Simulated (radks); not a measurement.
# Numerical settings for Os²⁺

How sensitive is the result for the osmium ion Os2+ to mesh, mixing and thresholds? A default run comes first. The defaults are a mesh step of 0.008 in ln r, a mesh end at 40 bohr or more, Anderson mixing 0.5 over 9 steps and a tight residual threshold, with the energy settled to 1e-9 hartree as well; every run has a cap on iterations.

Program: radks (a radial shooting solver on a logarithmic mesh, Libxc functionals) version 1. Level of theory: scalar-relativistic Kohn-Sham, PBE, spin-polarised, spherical densities, finite nucleus; open shells are filled with parallel spins first. These are calculated values, not measurements, unless marked.

## Step 1: What is computed

- element: osmium (Z = 76)
- charge: +2
- electrons: 74
- configuration: [Xe] 4f14 5d6
- nuclear rms radius: 5.4126 fm

Outer shells as boxes (Hund's rule):

Os²⁺
```
[Xe] core
4f [↑↓][↑↓][↑↓][↑↓][↑↓][↑↓][↑↓]
5d [↑↓][↑ ][↑ ][↑ ][↑ ]
```

## Step 2: Default settings

The run's settings:

```text
Z 76
configuration [Xe] 4f14 5d6
relativity scalar-relativistic
functional pbe,pbe
spin polarised
nucleus finite rms 5.4126 fm
c 137.035999084
max_iterations 73
```

The run is started by

```sh
> python run_ks.py task.json out
```

All runs below come from this command, one after another.

## Step 3: Mesh step in ln r 0.08

Input: that of step 2 with these lines changed.

```diff
@@ -7,2 +7,3 @@
 c 137.035999084
+mesh_step 0.08
 max_iterations 73
```

## Step 4: Mesh step in ln r 0.02

Input: that of step 3 with these lines changed.

```diff
@@ -7,3 +7,3 @@
 c 137.035999084
-mesh_step 0.08
+mesh_step 0.02
 max_iterations 73
```

## Step 5: Mesh step in ln r 0.12

Input: that of step 4 with these lines changed.

```diff
@@ -7,3 +7,3 @@
 c 137.035999084
-mesh_step 0.02
+mesh_step 0.12
 max_iterations 73
```

## Step 6: Mesh end (bohr) 2

Input: that of step 5 with these lines changed.

```diff
@@ -7,3 +7,3 @@
 c 137.035999084
-mesh_step 0.12
+mesh_end 2
 max_iterations 73
```

## Step 7: Mesh end (bohr) 20

Input: that of step 6 with these lines changed.

```diff
@@ -7,3 +7,3 @@
 c 137.035999084
-mesh_end 2
+mesh_end 20
 max_iterations 73
```

## Step 8: Residual threshold 0.01

Input: that of step 7 with these lines changed.

```diff
@@ -7,3 +7,3 @@
 c 137.035999084
-mesh_end 20
+threshold 0.01
 max_iterations 73
```

## Step 9: Residual threshold 1e-16

Input: that of step 8 with these lines changed.

```diff
@@ -7,3 +7,3 @@
 c 137.035999084
-threshold 0.01
+threshold 1e-16
 max_iterations 73
```

## Step 10: Mixing 1

Input: that of step 9 with these lines changed.

```diff
@@ -7,3 +7,3 @@
 c 137.035999084
-threshold 1e-16
+mixing 1
 max_iterations 73
```

## Step 11: Mixing history 1, mixing 0.5

Input: that of step 10 with these lines changed.

```diff
@@ -7,3 +7,4 @@
 c 137.035999084
-mixing 1
+history 1
+mixing 0.5
 max_iterations 73
```

## Step 12: Mixing history 1, mixing 0.2

Input: that of step 11 with these lines changed.

```diff
@@ -8,3 +8,3 @@
 history 1
-mixing 0.5
+mixing 0.2
 max_iterations 73
```

## Step 13: Mixing history 2

Input: that of step 12 with these lines changed.

```diff
@@ -7,4 +7,3 @@
 c 137.035999084
-history 1
-mixing 0.2
+history 2
 max_iterations 73
```

## Step 14: Iteration cap 5

Input: that of step 13 with these lines changed.

```diff
@@ -7,3 +7,2 @@
 c 137.035999084
-history 2
-max_iterations 73
+max_iterations 5
```

**Question.** What will these runs give? Wanted: for each run, setting; iterations; converged; change of E.

The runs gave:

```
                     setting  mesh points  iterations  converged  change of E (mhartree)    time
            Default settings         2254          16        yes                       0  0.37 s
      mesh step in ln r 0.08          226           2         no                       -  0.02 s
      mesh step in ln r 0.02          902          15        yes              +0.0001566  0.16 s
      mesh step in ln r 0.12          151           4         no                       -  0.02 s
           mesh end (bohr) 2         1814          15         no                       -  0.28 s
          mesh end (bohr) 20         2102          16        yes                       0  0.36 s
     residual threshold 0.01         2254          11        yes              -0.0002722  0.29 s
    residual threshold 1e-16         2254          73         no                       -   0.8 s
                    mixing 1         2254          14        yes                       0  0.33 s
mixing history 1, mixing 0.5         2254          30        yes                       0  0.57 s
mixing history 1, mixing 0.2         2254          73         no                       -   1.3 s
            mixing history 2         2254          21        yes                       0  0.44 s
             iteration cap 5         2254           5         no                       -  0.14 s
```

A zero stands for a change under the printed digits. No run that converges misses the default energy by more than 1 mhartree. Not converged or rejected: mesh step in ln r 0.08; mesh step in ln r 0.12; mesh end (bohr) 2; residual threshold 1e-16; mixing history 1, mixing 0.2; iteration cap 5. A mesh that ends early acts as a hard wall.
